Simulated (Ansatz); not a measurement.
# OW: the cost of one run

Program: Ansatz 0.2.0, Gaussian basis. Level of theory: def2-QZVPP, core rule «outside noble gas», up to 5 orbitals frozen. These are calculated values, not measurements.

To be run: UHF; ROHF; CCSD(T) on UHF.

## Step 1: The system

The geometry is a PBE0/def2-TZVP stationary point (not a proven minimum) of the parent state, kept for this charge and spin. No spin-orbit coupling is included. Elements past krypton take def2 core potentials.

2 atoms, charge 0, spin multiplicity 3.

Atoms are counted from 1 here; the program's logs count them from 0.

Bond lengths: W1–O2 1.703 Å.

## Step 2: UHF

The input, in.yaml:

```yaml
crystal:
  periodic: [false, false, false]
  atoms:
    - {symbol: W, position_ang: [0.000000, 0.000000, 0.000000]}
    - {symbol: O, position_ang: [0.000000, 0.000000, 1.703200]}
basis:
  gaussian: {orbitals: "def2-QZVPP.json"}
magnetization: {spin_polarized: true, initial_magnetization: 2}
hamiltonian: {xc: hf}
output: {orbitals: {seedname: orbitals}}
```

Command:

```sh
ansatz run in.yaml --threads 1 --pin off --events-out ev --progress --plain --max-ram 4096MiB --backend cpu
```

Q: Estimate wall time and peak memory on 1 thread of AMD EPYC 7R13, shared host.

About 15 s, with a peak of 0.3 GiB.
